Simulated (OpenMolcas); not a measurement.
# Sm²⁺ among point charges: CASSCF levels and susceptibility

Aim: the splitting of the states of Sm²⁺ in the field of 7 point charges, its lowest levels with spin-orbit coupling and its magnetic susceptibility.

The numbers are computed with OpenMolcas 26.06 (state-averaged CASSCF, spin-orbit coupling by RASSI with atomic mean-field integrals), except any that are marked as measured or tabulated.

## Step 1: The atom as given

- Species: Sm²⁺ (samarium, Z = 62, 60 electrons)
- Basis: ANO-RCC-VDZP [7s6p4d2f1g], 68 functions
- Scalar Hamiltonian: DKH2, point nucleus
- Inactive shells: 1s 2s 2p 3s 3p 3d 4s 4p 4d 5s 5p
- Active space: 6 electrons in 7 orbitals (4f)
- Some configurations of this space: 4f⁶
- Orbitals: optimised for the highest spin of each parity, averaged over all roots

Outer shells as boxes (Hund's rule):

4f6
```
4f [↑ ][↑ ][↑ ][↑ ][↑ ][↑ ][  ]
```

The ion sits among 7 point charges of -2 e arranged as a pentagonal bipyramid (D5h), 2.73 Å from the ion, with the axial distance 3.085 Å.

Each step is its own input file, run in one work folder so that later steps find the files of earlier ones. Labels, J, g values, rates, χT and fits are worked out afterwards by a script from the matrices that RASSI stores.

## Step 2: GATEWAY and SEWARD: basis and integrals

The input, a.inp:

```
&GATEWAY
Coord
1

Sm 0.0 0.0 0.0
Basis=ANO-RCC-VDZP
Group=NoSym
NoMove
AngMom=0.0 0.0 0.0
AMFI
XField
7 Angstrom 0
2.730000 0.000000 0.000000 -2.000000
0.843616 2.596384 0.000000 -2.000000
-2.208616 1.604654 0.000000 -2.000000
-2.208616 -1.604654 0.000000 -2.000000
0.843616 -2.596384 0.000000 -2.000000
0.000000 0.000000 3.084900 -2.000000
0.000000 0.000000 -3.084900 -2.000000
&SEWARD
```

Run with:

```
> OMP_NUM_THREADS=1 MOLCAS_MEM=2252 MOLCAS_PROJECT=a pymolcas a.inp > a.log
```

## Step 3: Reference wave functions, septets, 7 roots

The input, a.inp:

```
&RASSCF
FileOrb=start.orb
Symmetry=1
Spin=7
nActEl=6 0 0
Inactive=27
Ras2=7
CIRoot=7 7 1
SDav=7
CIMx=300
Iter=120 100
PrWF=0.3
OrbListing=Nothing
MaxOrb=0
>>> COPY $Project.JobIph JOB001
```

start.orb holds the contracted functions of the basis, ordered by shell, or the orbitals of the step before.

## Step 4: CASSCF: quintets, 140 roots

The input, a.inp:

```
&RASSCF
FileOrb=start.orb
Symmetry=1
Spin=5
nActEl=6 0 0
Inactive=27
Ras2=7
CIRoot=140 140 1
SDav=140
CIMx=300
Iter=120 100
PrWF=0.3
OrbListing=Nothing
MaxOrb=0
CIOnly
>>> COPY $Project.JobIph JOB002
```

## Step 5: CASSCF: triplets, 162 roots

The input, a.inp:

```
&RASSCF
FileOrb=start.orb
Symmetry=1
Spin=3
nActEl=6 0 0
Inactive=27
Ras2=7
CIRoot=162 162 1
SDav=588
CIMx=300
Iter=120 100
PrWF=0.3
OrbListing=Nothing
MaxOrb=0
CIOnly
>>> COPY $Project.JobIph JOB003
```

## Step 6: CASSCF: singlets, 162 roots

The input, a.inp:

```
&RASSCF
FileOrb=start.orb
Symmetry=1
Spin=1
nActEl=6 0 0
Inactive=27
Ras2=7
CIRoot=162 162 1
SDav=490
CIMx=300
Iter=120 100
PrWF=0.3
OrbListing=Nothing
MaxOrb=0
CIOnly
>>> COPY $Project.JobIph JOB004
```

## Step 7: RASSI: spin-orbit coupling between the states

The input, a.inp:

```
&RASSI
NrOfJobIphs=3 7 86 76
1 2 3 4 5 6 7
1 2 3 4 5 6 7 8 9 10 11 12 13 14 15 16 17 18 19 20 21 22 23 24 25 26 27
28 29 30 31 32 33 34 35 36 37 38 39 40 41 42 43 44 45 46 47 48 49 50 51
52 53 54 55 56 57 58 59 60 61 62 63 64 65 66 67 68 69 70 71 72 73 74 75
76 77 78 79 80 81 82 83 84 85 86
1 2 3 4 5 6 7 8 9 10 11 12 13 14 15 16 17 18 19 20 21 22 23 24 25 26 27
28 29 30 31 32 33 34 35 36 37 38 39 40 41 42 43 44 45 46 47 48 49 50 51
52 53 54 55 56 57 58 59 60 61 62 63 64 65 66 67 68 69 70 71 72 73 74 75
76
IphNames
JOB001
JOB002
JOB003
EJob
SpinOrbit
DIPRint=1.0
SOCoupling=1000.0
Subsets=2
Property=9
'ANGMOM' 1 'ANGMOM' 2 'ANGMOM' 3 'MLTPL  1' 1 'MLTPL  1' 2 'MLTPL  1' 3
'AMFI' 1 'AMFI' 2 'AMFI' 3
SOProperty=3
'ANGMOM' 1 'ANGMOM' 2 'ANGMOM' 3
```

Q: Predict the outcome of this session. Wanted: spin-free ground state; first state of the same spin within the active space; lowest level; next level.

**Answer**, as computed:

| quantity | value |
| --- | --- |
| method | CASSCF |
| spin-free ground state | septet, 2-fold in its orbital part |
| first state of the same spin within the active space | septet at 1140 cm⁻¹ |
| lowest level | 1-fold |
| next level | 31.0 cm⁻¹ |
| χT at 300 K | 1.76 cm³ K/mol |
| effective moment at 300 K | 3.75 μB |

In words: The spin-free ground state (septet) comes to 100 % from free-ion F terms and keeps the highest spin of the shell. The quintets, triplets, singlets rest on orbitals optimised for another spin in at least one step, which raises them against the optimised states. Not all states of the active space went into the spin-orbit step. High states of lower spin are left out of the spin-orbit mixing, and CASSCF puts spin-flip levels too high. This is an electrostatic model: the charges have no orbitals.
